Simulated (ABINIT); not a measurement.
# BiTe (R-3m) in ABINIT: single point with PBEsol

Aim: the single point of BiTe with PBEsol.

All numbers are computed with ABINIT 10.8.3 (patched build); they aren't measurements. Logs are shortened: lines on timing, memory, paths and dates and some standing lists are left out, and cuts for length are marked. The log counts tension as positive stress, the text compression.

## 1. The undisturbed crystal

The structure is trigonal, space group R-3m (No. 166). The conventional cell has a = 4.845 Å, b = 4.845 Å, c = 9.952 Å, α = 90.00°, β = 90.00°, γ = 120.00°. Bi (site symmetry -3m) is surrounded by 6 Te at 3.25 Å. Te (site symmetry -3m) has 6 Bi at 3.25 Å as nearest neighbours.

The cell comes from a database or a generator and needn't be the stable form of this composition.

## 2. Single point, PBEsol (atoms moved at random, drawn with an rms of 0.05 Å)

File run.abi:

```
# Pseudopotentials
pp_dirpath "./"
pseudos "Bi.upf, Te.upf"

# Structure
acell 3*1.0 Angstrom
rprim
     2.4227077728     1.3987509848     3.3172919545
    -2.4227077728     1.3987509848     3.3172919545
     0.0000000000    -2.7975019696     3.3172919545
ntypat 2
znucl 83 52
natom 2
typat 1 2
xcart
     0.0211973168     0.0241435028     9.4153965496
    -0.0588992399    -0.0200385258     0.0413927099
chkprim 0
chksymtnons 0
tolsym 1.0e-6

# Plane-wave basis
ecut 40.0

# k points
kptopt 1
ngkpt 7 7 7
nshiftk 1
shiftk 0.0 0.0 0.0

# Exchange and correlation
ixc -116133

# Bands and occupations
nband 20
occopt 3
tsmear 0.05 eV

# SCF cycle
nstep 100
tolvrs 1.0e-10

# Output
iomode 3
prtwf 0
prteig 0
prtebands 0
enunit 1
prtden 1
prtvha 1
prtvclmb 1
prtpot 1
prtelf 1
```

Potentials or basis: PseudoDojo NC SR PBEsol v0.4.1 standard.

Launch:

```bash
$ abinit run.abi > log 2>&1
```

run.abo:

```text
.Version 10.8.3 of ABINIT
 Symmetries : space group P1 (#  1); Bravais aP (primitive triclinic)
================================================================================
 Values of the parameters that define the memory need of the present run
     intxc =       0    ionmov =       0      iscf =       7    lmnmax =       6
     lnmax =       6     mgfft =      48  mpssoang =       3    mqgrid =    3001
     natom =       2  nloc_mem =       1    nspden =       1   nspinor =       1
    nsppol =       1      nsym =       1    n1xccc =    2501    ntypat =       2
    occopt =       3   xclevel =       2
       mpw =        5521          nfft =      110592          nkpt =         172
================================================================================
================================================================================

--------------------------------------------------------------------------------
------------- Echo of variables that govern the present computation ------------
--------------------------------------------------------------------------------
 -outvars: echo values of preprocessed input variables --------
            acell      1.8897261259E+00  1.8897261259E+00  1.8897261259E+00 Bohr
              amu      2.08980370E+02  1.27600000E+02
          chkprim           0
      chksymtnons           0
             ecut      4.00000000E+01 Hartree
           enunit           1
                       outvar_i_n : Printing only first  50 k-points.
              ixc     -116133
                       outvar_i_n : Printing only first  50 k-points.
         kptrlatt        7    0    0      0    7    0      0    0    7
          kptrlen      5.74020203E+01
            natom           2
            nband          20
            ngfft          48      48      48
             nkpt         172
            nstep         100
             nsym           1
           ntypat           2
                       prtocc : prtvol=0, do not print more k-points.
           occopt           3
        prtebands           0
           prteig           0
           prtelf           1
           prtpot           1
         prtvclmb           1
           prtvha           1
            prtwf           0
            rprim      2.4227077728E+00  1.3987509848E+00  3.3172919545E+00
                      -2.4227077728E+00  1.3987509848E+00  3.3172919545E+00
                       0.0000000000E+00 -2.7975019696E+00  3.3172919545E+00
          spgroup           1
           tolsym      1.00000000E-06
           tolvrs      1.00000000E-10
           tsmear      1.83746611E-03 Hartree
            typat      1  2
                       outvars : Printing only first  50 k-points.
           xangst      1.1217136975E-02  1.2776191464E-02  4.9824132823E+00
                      -3.1168135473E-02 -1.0603931186E-02  2.1904078762E-02
            xcart      2.1197316800E-02  2.4143502800E-02  9.4153965496E+00
                      -5.8899239900E-02 -2.0038525800E-02  4.1392709900E-02
             xred      5.0448799966E-01  4.9985799966E-01  4.9760599967E-01
                      -5.4949999930E-03  7.3699999973E-03  4.7279999916E-03
            znucl       83.00000   52.00000

================================================================================

 chkinp: Checking input parameters for consistency.

================================================================================
== DATASET  1 ==================================================================

--- !DatasetInfo
iteration_state: {dtset: 1, }
dimensions: {natom: 2, nkpt: 172, mband: 20, nsppol: 1, nspinor: 1, nspden: 1, mpw: 5521, }
cutoff_energies: {ecut:  40.0, pawecutdg:  -1.0, }
electrons: {nelect:   3.10000000E+01, charge:   0.00000000E+00, occopt:   3.00000000E+00, tsmear:   1.83746611E-03, }
meta: {optdriver: 0, ionmov: 0, optcell: 0, iscf: 7, paral_kgb: 0, }
...

 Real(R)+Recip(G) space primitive vectors, cartesian coordinates (Bohr,Bohr^-1):
 R(1)=  4.5782542  2.6432563  6.2687733  G(1)=  0.1092119  0.0630535  0.0531736
 R(2)= -4.5782542  2.6432563  6.2687733  G(2)= -0.1092119  0.0630535  0.0531736
 R(3)=  0.0000000 -5.2865126  6.2687733  G(3)=  0.0000000 -0.1261071  0.0531736
 Unit cell volume ucvol=  4.5516932E+02 bohr^3
 Angles (23,13,12)=  6.78771820E+01  6.78771820E+01  6.78771820E+01 degrees

 getcut: wavevector=  0.0000  0.0000  0.0000  ngfft=  48  48  48
         ecut(hartree)=     40.000   => boxcut(ratio)=   2.05598

--- Pseudopotential description ------------------------------------------------
- pspini: atom type   1  psp file is ./Bi.upf
12 -116133 2 -1 1472                          pspcod,pspxc,lmax,lloc,mmax
     nproj     2     2     2

- pspini: atom type   2  psp file is ./Te.upf
12 -116133 2 -1 1294                          pspcod,pspxc,lmax,lloc,mmax
     nproj     2     2     2

   2.47155478E+03                                ecore*ucvol(ha*bohr**3)
--------------------------------------------------------------------------------

================================================================================

--- !BeginCycle
iteration_state: {dtset: 1, }
solver: {iscf: 7, nstep: 100, nline: 4, wfoptalg: 0, }
tolerances: {tolvrs: 1.00E-10, }
...

     iter   Etot(hartree)      deltaE(h)  residm     vres2
 ETOT  1  -186.46788374033    -1.865E+02 4.886E-01 3.663E+01
 ETOT  2  -186.61082302236    -1.429E-01 8.153E-03 1.345E+01
 ETOT  3  -186.61264397847    -1.821E-03 1.749E-03 9.268E-01
 ETOT  4  -186.61277529104    -1.313E-04 8.862E-04 1.521E-02
 ETOT  5  -186.61277755494    -2.264E-06 4.549E-04 5.572E-03
 ETOT  6  -186.61277852539    -9.704E-07 3.398E-04 5.030E-05
 ETOT  7  -186.61277853119    -5.797E-09 2.324E-04 8.350E-06
 ETOT  8  -186.61277853279    -1.599E-09 1.686E-04 1.307E-07
 ETOT  9  -186.61277853281    -2.336E-11 1.582E-04 2.505E-09
 ETOT 10  -186.61277853281     1.137E-12 1.527E-04 1.403E-10
 ETOT 11  -186.61277853281    -1.705E-13 1.298E-04 1.170E-11

 At SCF step   11       vres2   =  1.17E-11 < tolvrs=  1.00E-10 =>converged.

 Compute ELF
--------------------------------------------------------------------------------

 Compute kinetic energy density

 Compute gradient of the electron density
 Electron Localization Function (ELF) [min:0;max:1]
)     Maximum=    6.7789E-01  at reduced coord.    0.8958    0.8750    0.8542
)     Minimum=    0.0000E+00  at reduced coord.    0.0000    0.0000    0.0000
   Integrated=    1.3774E+02

--------------------------------------------------------------------------------
 End of ELF section

 Cartesian components of stress tensor (hartree/bohr^3)
  sigma(1 1)=  7.63119736E-05  sigma(3 2)=  3.59045098E-07
  sigma(2 2)=  7.70080626E-05  sigma(3 1)=  6.02878024E-07
  sigma(3 3)=  7.25687738E-05  sigma(2 1)= -6.17051286E-07

--- !ResultsGS
iteration_state: {dtset: 1, }
comment   : Summary of ground state results
lattice_vectors:
- [  4.5782542,   2.6432563,   6.2687733, ]
- [ -4.5782542,   2.6432563,   6.2687733, ]
- [  0.0000000,  -5.2865126,   6.2687733, ]
lattice_lengths: [   8.20029,    8.20029,    8.20029, ]
lattice_angles: [ 67.877,  67.877,  67.877, ] # degrees, (23, 13, 12)
lattice_volume:   4.5516932E+02
convergence: {deltae: -1.705E-13, res2:  1.170E-11, residm:  1.298E-04, diffor: null, }
etotal    :  -1.86612779E+02
entropy   :   0.00000000E+00
fermie    :   1.89245558E-01
cartesian_stress_tensor: # hartree/bohr^3
- [  7.63119736E-05,  -6.17051286E-07,   6.02878024E-07, ]
- [ -6.17051286E-07,   7.70080626E-05,   3.59045098E-07, ]
- [  6.02878024E-07,   3.59045098E-07,   7.25687738E-05, ]
pressure_GPa:  -2.2153E+00
xred      :
- [  5.0449E-01,   4.9986E-01,   4.9761E-01, Bi]
- [ -5.4950E-03,   7.3700E-03,   4.7280E-03, Te]
cartesian_forces: # hartree/bohr
- [ -1.46173221E-03,  -8.07004534E-04,   2.40705901E-04, ]
- [  1.46173221E-03,   8.07004534E-04,  -2.40705901E-04, ]
force_length_stats: {min:   1.68696672E-03, max:   1.68696672E-03, mean:   1.68696672E-03, }
...

 Integrated electronic density in atomic spheres:
 ------------------------------------------------
 Atom  Sphere_radius  Integrated_density
    1        2.00000         10.69374977
    2        2.00000         11.91970777
================================================================================

 ----iterations are completed or convergence reached----

 Mean square residual over all n,k,spin=   16.839E-08; max=  12.984E-05
 reduced coordinates (array xred) for    2 atoms
       0.504487999656      0.499857999661      0.497605999669
      -0.005494999993      0.007369999997      0.004727999992
 rms dE/dt=  6.4214E-03; max dE/dt=  7.3155E-03; dE/dt below (all hartree)
    1       0.007315539793     -0.006067335979     -0.005774421871
    2      -0.007317201592      0.006068649064      0.005775918774

 cartesian coordinates (angstrom) at end:
    1      0.01121713697524     0.01277619146447     4.98241328228293
    2     -0.03116813547344    -0.01060393118626     0.02190407876174

 cartesian forces (hartree/bohr) at end:
    1     -0.00146173221341    -0.00080700453420     0.00024070590068
    2      0.00146173221341     0.00080700453420    -0.00024070590068
 frms,max,avg= 9.7397069E-04 1.4617322E-03   1.624E-07  1.054E-07 -3.053E-08 h/b

 cartesian forces (eV/Angstrom) at end:
    1     -0.07516529256139    -0.04149784163948     0.01237759507525
    2      0.07516529256139     0.04149784163948    -0.01237759507525
 frms,max,avg= 5.0083587E-02 7.5165293E-02   8.353E-06  5.419E-06 -1.570E-06 e/A
 length scales=  1.889726125908  1.889726125908  1.889726125908 bohr
              =  1.000000000000  1.000000000000  1.000000000000 angstroms
 Fermi (or HOMO) energy (eV) =   5.14963   Average Vxc (eV)= -10.10030
 Eigenvalues (   eV  ) for nkpt= 172  k points:
 kpt#   1, nband= 20, wtk=  0.00292, kpt=  0.0000  0.0000  0.0000 (reduced coord)
 -32.00554  -32.00548  -31.97331  -31.97283  -31.95993  -18.00107  -18.00098  -17.98860
 -17.98801  -17.97284   -8.35460   -3.15524    2.24755    2.25133    3.56316    7.03310
   7.64210    7.65423    9.20989    9.21328
 prteigrs : prtvol=0 or 1, do not print more k-points.

--- !EnergyTerms
iteration_state     : {dtset: 1, }
comment             : Components of total free energy in Hartree
kinetic             :  9.59748413968342E+01
hartree             :  4.30786060449052E+01
xc                  : -4.58249451741906E+01
Ewald energy        : -1.11967342820338E+02
psp_core            :  5.42996780531188E+00
local_psp           : -1.28427277494943E+02
non_local_psp       : -4.48761952659969E+01
internal            : -1.86612345508418E+02
'-kT*entropy'       : -4.33024390276547E-04
total_energy        : -1.86612778532808E+02
total_energy_eV     : -5.07799239509195E+03
band_energy         : -1.86349963021729E+01
...

 Cartesian components of stress tensor (hartree/bohr^3)
  sigma(1 1)=  7.63119736E-05  sigma(3 2)=  3.59045098E-07
  sigma(2 2)=  7.70080626E-05  sigma(3 1)=  6.02878024E-07
  sigma(3 3)=  7.25687738E-05  sigma(2 1)= -6.17051286E-07

-Cartesian components of stress tensor (GPa)         [Pressure= -2.2153E+00 GPa]
- sigma(1 1)=  2.24517578E+00  sigma(3 2)=  1.05634715E-02
- sigma(2 2)=  2.26565542E+00  sigma(3 1)=  1.77372838E-02
- sigma(3 3)=  2.13504704E+00  sigma(2 1)= -1.81542756E-02

== END DATASET(S) ==============================================================
================================================================================

 -outvars: echo values of variables after computation  --------
            acell      1.8897261259E+00  1.8897261259E+00  1.8897261259E+00 Bohr
           etotal     -1.8661277853E+02
            fcart     -1.4617322134E-03 -8.0700453420E-04  2.4070590068E-04
                       1.4617322134E-03  8.0700453420E-04 -2.4070590068E-04
            rprim      2.4227077728E+00  1.3987509848E+00  3.3172919545E+00
                      -2.4227077728E+00  1.3987509848E+00  3.3172919545E+00
                       0.0000000000E+00 -2.7975019696E+00  3.3172919545E+00
           strten      7.6311973584E-05  7.7008062612E-05  7.2568773837E-05
                       3.5904509815E-07  6.0287802409E-07 -6.1705128633E-07
           xangst      1.1217136975E-02  1.2776191464E-02  4.9824132823E+00
                      -3.1168135473E-02 -1.0603931186E-02  2.1904078762E-02
             xred      5.0448799966E-01  4.9985799966E-01  4.9760599967E-01
                      -5.4949999930E-03  7.3699999973E-03  4.7279999916E-03
 Calculation completed.
```

It took 11 min on 1 thread of Arm Neoverse V1, shared host; peak memory 0.37 GiB.

What came out:

| Item | Value |
| --- | --- |
| Free energy | -5077.9924 eV |
| Pressure | -2.2 GPa |
| Largest force | 0.087 eV/Å |
| Band gap on the k mesh | none (metal or under the smearing width) |
| Valence electrons inside the program's atomic spheres | Bi 10.69; Te 11.92 |

Forces in eV/Å, atoms in the order of the input:
```
Bi  -0.075 -0.041  0.012
Te   0.075  0.041 -0.012
```

Stress tensor (GPa, compression positive):
```
-2.25  0.02 -0.02
 0.02 -2.27 -0.01
-0.02 -0.01 -2.14
```

Levels at points of the mesh, in eV from the Fermi level:
```tsv
k point	band 13	band 14	band 15	band 16	band 17	band 18
(0.00, 0.00, 0.00)	-2.90	-2.90	-1.59	1.88	2.49	2.50
```

Caveat: spin-orbit coupling is left out, which moves the levels of the heavy elements.
